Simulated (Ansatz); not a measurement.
# LaSb: a single-point run

The task is a single-point run on LaSb. The structure is shown as the input types it. The cell is built on a prototype (zincblende) and needn't be the phase found in nature.

Method: density functional or hybrid calculation with the settings of its input, plane waves (as first typed), in Ansatz 0.2.0.

1 further run of the same task is left out (it didn't finish).

**1. Starting point**

The structure is cubic, space group F-43m (No. 216). Conventional cell: a = 7.274 Å, b = 7.274 Å, c = 7.274 Å, α = 90.00°, β = 90.00°, γ = 90.00°. La (site symmetry -43m) has 4 Sb at 3.15 Å as nearest neighbours. Sb (site symmetry -43m) is surrounded by 4 La at 3.15 Å.

As a file:

```cif
data_structure
_symmetry_space_group_name_H-M 'P 1'
_symmetry_Int_Tables_number 1
_cell_length_a 5.1435
_cell_length_b 5.1435
_cell_length_c 5.1435
_cell_angle_alpha 60.000
_cell_angle_beta 60.000
_cell_angle_gamma 60.000
_cell_volume 96.22
loop_
_atom_site_label
_atom_site_type_symbol
_atom_site_fract_x
_atom_site_fract_y
_atom_site_fract_z
_atom_site_occupancy
La1 La 0.00000 0.00000 0.00000 1
Sb1 Sb 0.25000 0.25000 0.25000 1
```

**2. The calculation**

input.yaml reads:

```yaml
crystal:
  lattice:
    - [0.0, 3.6369725289, 3.6369725289]
    - [3.6369725289, 0.0, 3.6369725289]
    - [3.6369725289, 3.6369725289, 0.0]
  atoms:
    - { symbol: La, position: [0.0, 0.0, 0.0] }
    - { symbol: Sb, position: [0.25, 0.25, 0.25] }
kpoints:
  mp_grid: { grid: [4, 4, 4] }
hamiltonian:
  xc: pbesol
scf:
  occupations: { method: fixed }
  n_extra_bands: 4
  max_iter: 69
output:
  forces: true
  stress: true
  eigenvalues: true
basis:
  ecutwfc: 80
```

Started as:

```
> ansatz run input.yaml --threads 4 --pin off --max-ram 3686MiB --backend cpu --events-out ev --progress --plain --runs-dir out
```

**Question.** How will this run end, and is anything wrong with its input?

This run ends as converged, with warnings (cutoff below recommended). It gives a pressure of -19 GPa, which is large.

The suspect setting: basis.ecutwfc is 80. The basis cutoff is far too low: the plane waves can't represent the orbitals near the cores. The potentials' recommended cutoff is 420 eV.

The test: delete basis.ecutwfc (the default then holds).
